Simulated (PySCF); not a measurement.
# Br2: the cost of one run

Programs: PySCF 2.14.0, with density-fitted response routines of our own. Each step states its level of theory. These are calculated values for one molecule, in the gas phase or a continuum, unless marked as measured. Atoms count from 0, in the outputs and in this text.

## 1. The molecule as given

2 atoms, charge 0, multiplicity 1; geometry from: GFN2-xTB. The atoms were then displaced at random by about 0.01 Å, so the start is not that level's minimum.

Bonds of the start (Å): Br0–Br1 2.31.

## 2. Optimising the geometry at PBE0-D3(BJ)/def2-SVP

What the job is given:

```
{"job": {"xc": "PBE0", "basis": "def2-SVP", "d3": "d3bj", "grid": 1, "shake": 0.01, "kind": "geom"}, "charge": 0, "multiplicity": 1}
Br     1.162480    -0.028560     0.001480
Br    -1.144990    -0.000250    -0.013600
```

The run is started by

```console
OMP_NUM_THREADS=1 python probes_run.py task.json out
```

The driver reads the jobs from task.json and runs them one after another.

Q: Estimate the wall time and peak memory of this first job on 1 thread of Arm Neoverse N1, shared host.

About 11 s, with a peak of 0.29 GiB.
